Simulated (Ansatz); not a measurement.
# C₂H₆FNSi: basis-set convergence

One table from this session's results is given with a row withheld; the runs are named, their logs left out.

Program: Ansatz 0.2.0, Gaussian basis. Level of theory: one geometry, several basis sets. These are calculated values, not measurements.

The runs, in order: PBE0-D4/def2-SVP; ωB97M-V/def2-SVP; PBE0-D4/def2-QZVPP; ωB97M-V/def2-QZVPP; the functionals' def2-TZVPP values are taken from earlier runs.

### The geometry

The geometry comes from an earlier relaxation with PBE0-D4 in a triple-zeta def2 set; it is a stationary point, not always the lowest conformer.

SMILES `C[C@@H]1N[Si@@H]1F`, 11 atoms, charge 0, spin multiplicity 1.

Atoms are counted from 1 here; the program's logs count them from 0.

Bond lengths: C1–C2 1.505 Å, C1–H6 1.095 Å, C1–H7 1.091 Å, C1–H8 1.093 Å, C2–N3 1.513 Å, C2–Si4 1.822 Å, C2–H9 1.093 Å, N3–Si4 1.682 Å, N3–H10 1.007 Å, Si4–F5 1.590 Å, Si4–H11 1.475 Å. Angles: C2–C1–H6 111.0°, C2–C1–H7 111.2°, C2–C1–H8 110.5°, H6–C1–H7 107.8°, H6–C1–H8 108.0°, H7–C1–H8 108.2°, C1–C2–N3 115.6°, C1–C2–Si4 127.2°, C1–C2–H9 113.0°, N3–C2–Si4 59.7°, N3–C2–H9 114.3°, Si4–C2–H9 115.5°, C2–N3–Si4 69.3°, C2–N3–H10 120.3°, Si4–N3–H10 134.9°, C2–Si4–N3 51.0°, C2–Si4–F5 124.0°, C2–Si4–H11 124.5° and more.

The first run:

in.yaml

```yaml
crystal:
  periodic: [false, false, false]
  atoms:
    - {symbol: C, position_ang: [-1.144523, 0.480075, 0.867641]}
    - {symbol: C, position_ang: [0.036496, -0.330138, 0.406280]}
    - {symbol: N, position_ang: [1.220740, 0.468144, -0.093342]}
    - {symbol: Si, position_ang: [0.628656, -0.538156, -1.304368]}
    - {symbol: F, position_ang: [-0.048107, 0.149051, -2.568063]}
    - {symbol: H, position_ang: [-0.932522, 0.973997, 1.821688]}
    - {symbol: H, position_ang: [-1.399867, 1.253277, 0.140797]}
    - {symbol: H, position_ang: [-2.018839, -0.161320, 1.006452]}
    - {symbol: H, position_ang: [0.297689, -1.136859, 1.096706]}
    - {symbol: H, position_ang: [2.070480, 0.507447, 0.444967]}
    - {symbol: H, position_ang: [1.355096, -1.722517, -1.798059]}
basis:
  gaussian: {orbitals: def2-SVP}
hamiltonian: {xc: pbe0, dispersion: d4}
output: {orbitals: {seedname: orbitals}}
```

Command:

```sh
$ ansatz run in.yaml --threads 4 --pin off --events-out ev --progress --plain --max-ram 10444MiB
```

Among the steps run: PBE0-D4 in def2-SVP; ωB97M-V in def2-SVP; PBE0-D4 in def2-QZVPP; ωB97M-V in def2-QZVPP.

One of the session's tables, all rows but one given; the rest of the session is left out.

It belongs to the step «Functionals by basis». 

```
functional       basis  HOMO (eV)  LUMO (eV)
   PBE0-D4    def2-SVP      -6.97       1.00
   PBE0-D4  def2-TZVPP          ?          ?
   PBE0-D4  def2-QZVPP      -7.14       0.24
   ωB97M-V    def2-SVP      -9.24       2.91
   ωB97M-V  def2-TZVPP      -9.38       2.07
   ωB97M-V  def2-QZVPP      -9.41       1.58
```

**Question.** Estimate the row for PBE0-D4, def2-TZVPP.

As computed: HOMO (eV): -7.10; LUMO (eV): 0.47. In the column «HOMO (eV)» it lies between PBE0-D4, def2-QZVPP (-7.14) and PBE0-D4, def2-SVP (-6.97).
